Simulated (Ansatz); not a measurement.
The system is Cu2BrCl.

```
Br Cu Cl
1.0
     1.85551    1.07128    6.04751
    -1.85551    1.07128    6.04751
     0.00000   -2.14256    6.04751
Br Cu Cl
1 2 1
Direct
  0.00000 0.00000 0.00000
  0.75160 0.75160 0.75160
  0.24840 0.24840 0.24840
  0.50000 0.50000 0.50000
```

The cell comes from a database or a generator and needn't be the stable form of this composition.

Program: Ansatz 0.2.0. Alike in all runs: task projected density of states; level PBE+U; potentials or basis Ansatz PAW; no spin polarisation; cell as given; k mesh 8 × 8 × 8; cutoff (eV) 420; smearing fermi-dirac 0.05 eV.

Order these runs on this cell by their band gap on the k mesh, lowest first.
A. U Cu d U = 2 eV
B. U Cu d U = 1 eV
C. U Cu d U = 4 eV
D. U Cu d U = 8 eV
E. U Cu d U = 5 eV

B (0.48 eV), A (0.75 eV), C (1.23 eV), E (1.43 eV), D (1.91 eV).

Caveats: the density of states is complete only up to the lowest level of the last band computed.

A k mesh can miss the band edges.

Not every run made on this cell is shown here.
